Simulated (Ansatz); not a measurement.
# BGeHSi: the cost of one run

Program: Ansatz 0.2.0, Gaussian basis. Level of theory: the settings change from run to run. These are calculated values, not measurements.

18 further runs of the same task are left out: 4 that didn't finish, 14 set aside as unsound or not needed.

## Step 1: What is computed

The geometry is a PBE0/def2-TZVP stationary point (not a proven minimum) of the parent state, kept for this charge and spin. No spin-orbit coupling is included. The filled d shell of Ge may be among the frozen orbitals whatever the setting's name suggests; the logs give the count.

4 atoms, charge 0, spin multiplicity 3.

Atoms are counted from 1 here; the program's logs count them from 0.

Bond lengths: Ge1–B2 1.822 Å, Ge1–Si3 2.525 Å, Ge1–H4 1.529 Å, B2–Si3 1.872 Å. Angles: B2–Ge1–Si3 47.7°, B2–Ge1–H4 174.9°, Si3–Ge1–H4 137.3°, Ge1–B2–Si3 86.2°, Ge1–Si3–B2 46.1°.

## Step 2: CCSDT(Q)/B on ROHF/STO-3G

in.yaml

```yaml
crystal:
  periodic: [false, false, false]
  atoms:
    - {symbol: Ge, position_ang: [0.000000, -0.055980, 0.745454]}
    - {symbol: B, position_ang: [0.000000, 1.181124, -0.592218]}
    - {symbol: Si, position_ang: [0.000000, -0.274288, -1.770241]}
    - {symbol: H, position_ang: [0.000000, -0.991342, 1.955236]}
basis:
  gaussian: {orbitals: STO-3G}
magnetization: {spin_polarized: false, initial_magnetization: 2}
correlation: {method: ccsdt_q_b, electrons: outside_noble_gas, diis_vectors: 2}
output: {forces: true}
```

On the command line:

```bash
$ ansatz run in.yaml --threads 1 --pin off --events-out ev --progress --plain --max-ram 2393MiB
```

Q: Estimate wall time and peak memory on 1 thread of Arm Neoverse V2, shared host.

About 27 s, with a peak of 0.25 GiB.
